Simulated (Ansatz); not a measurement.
# GeH₅NSi: small, medium and large basis sets

One table from this session's results is given with a row withheld; the runs are named, their logs left out.

Program: Ansatz 0.2.0, Gaussian basis. Level of theory: one geometry, several basis sets. These are calculated values, not measurements.

Levels to be run: PBE0-D4/def2-SVP; ωB97M-V/def2-SVP; PBE0-D4/def2-QZVPP; ωB97M-V/def2-QZVPP; the functionals' def2-TZVPP values are taken from earlier runs.

### The relaxed structure

The geometry comes from an earlier relaxation with PBE0-D4 in a triple-zeta def2 set; it is a stationary point, not always the lowest conformer.

SMILES `[NH]1[SiH2][GeH2]1`, 8 atoms, charge 0, spin multiplicity 1.

Atoms are counted from 1 here; the program's logs count them from 0.

Bond lengths: N1–Si2 1.702 Å, N1–Ge3 1.874 Å, N1–H4 1.004 Å, Si2–Ge3 2.293 Å, Si2–H5 1.488 Å, Si2–H6 1.488 Å, Ge3–H7 1.539 Å, Ge3–H8 1.539 Å. Angles: Si2–N1–Ge3 79.6°, Si2–N1–H4 141.8°, Ge3–N1–H4 138.6°, N1–Si2–Ge3 53.5°, N1–Si2–H5 119.1°, N1–Si2–H6 119.1°, Ge3–Si2–H5 123.1°, Ge3–Si2–H6 123.0°, H5–Si2–H6 108.9°, N1–Ge3–Si2 46.9°, N1–Ge3–H7 113.7°, N1–Ge3–H8 113.7°, Si2–Ge3–H7 124.5°, Si2–Ge3–H8 124.5°, H7–Ge3–H8 110.9°.

Geometry (Å):

| atom | x (Å) | y (Å) | z (Å) |
| --- | --- | --- | --- |
| N1 | -0.70489 | -0.21296 | -0.65743 |
| Si2 | -0.03971 | 1.17803 | 0.06331 |
| Ge3 | 0.61330 | -0.99026 | 0.42482 |
| H4 | -1.41500 | -0.50365 | -1.30524 |
| H5 | 0.73311 | 2.12997 | -0.78014 |
| H6 | -0.85930 | 1.95161 | 1.03528 |
| H7 | 1.71662 | -1.71245 | -0.36817 |
| H8 | 0.04798 | -1.89729 | 1.53187 |

The first run:

File in.yaml:

```yaml
crystal:
  periodic: [false, false, false]
  atoms:
    - {symbol: N, position_ang: [-0.704891, -0.212958, -0.657428]}
    - {symbol: Si, position_ang: [-0.039713, 1.178027, 0.063311]}
    - {symbol: Ge, position_ang: [0.613301, -0.990262, 0.424821]}
    - {symbol: H, position_ang: [-1.415002, -0.503651, -1.305236]}
    - {symbol: H, position_ang: [0.733106, 2.129966, -0.780140]}
    - {symbol: H, position_ang: [-0.859305, 1.951612, 1.035277]}
    - {symbol: H, position_ang: [1.716621, -1.712446, -0.368175]}
    - {symbol: H, position_ang: [0.047982, -1.897287, 1.531869]}
basis:
  gaussian: {orbitals: def2-SVP}
hamiltonian: {xc: pbe0, dispersion: d4}
output: {orbitals: {seedname: orbitals}}
```

On the command line:

```
> ansatz run in.yaml --threads 2 --pin off --events-out ev --progress --plain --max-ram 4352MiB
```

Among the steps run: PBE0-D4 in def2-SVP; ωB97M-V in def2-SVP; PBE0-D4 in def2-QZVPP; ωB97M-V in def2-QZVPP.

One table of the session follows, with a row left open; its other results are not shown here.

| functional | basis | HOMO (eV) |
| --- | --- | --- |
| PBE0-D4 | def2-SVP | -7.10 |
| PBE0-D4 | def2-TZVPP | -7.11 |
| PBE0-D4 | def2-QZVPP | -7.12 |
| ωB97M-V | def2-SVP | -9.07 |
| ωB97M-V | def2-TZVPP | -9.11 |
| ωB97M-V | def2-QZVPP | ? |

Estimate the missing values for ωB97M-V, def2-QZVPP.

As computed: HOMO (eV): -9.13. In the column «HOMO (eV)» it is the lowest.
